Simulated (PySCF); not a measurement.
# C5H10O3 (pyruvic aldehyde dimethyl acetal): the cost of one run

Computed with PySCF 2.14.0 and routines of our own; the level stands in each step. Atoms count from 0.

## Step 1: The system as given

18 atoms, charge 0, multiplicity 1; geometry from: GFN2-xTB.

## Step 2: Optimising the geometry at PBE0-D3(BJ)/def2-SVP

Job settings and geometry (Å):

```
{"job": {"xc": "PBE0", "basis": "def2-SVP", "d3": "d3bj", "grid": 2, "kind": "geom"}, "charge": 0, "multiplicity": 1}
C     -1.400229     1.988546    -0.521945
O     -0.101430     1.426047    -0.530033
C     -0.079644     0.066669    -0.789415
O     -0.706343    -0.632725     0.275153
C     -1.109187    -1.941682    -0.049340
C      1.380381    -0.418858    -0.870763
C      2.290132     0.224154     0.121350
O      1.690607    -1.300699    -1.629555
H     -1.884445     1.859093    -1.496771
H     -1.267568     3.047707    -0.315115
H     -2.018224     1.532171     0.254795
H     -0.604670    -0.174615    -1.738149
H     -0.259536    -2.563733    -0.347089
H     -1.561320    -2.345926     0.853790
H     -1.846263    -1.936570    -0.861137
H      1.865744     0.090385     1.114535
H      2.317630     1.293346    -0.077012
H      3.285605    -0.206993     0.065525
```

On the command line:

```
$ OMP_NUM_THREADS=1 python excited_run.py task.json out
```

This one command runs all jobs of the session in turn.

Q: Estimate the wall time and peak memory of this first job on 1 thread of Intel Xeon Platinum 8375C at 2.90GHz, shared host.

About 1.8 min, with a peak of 0.77 GiB.
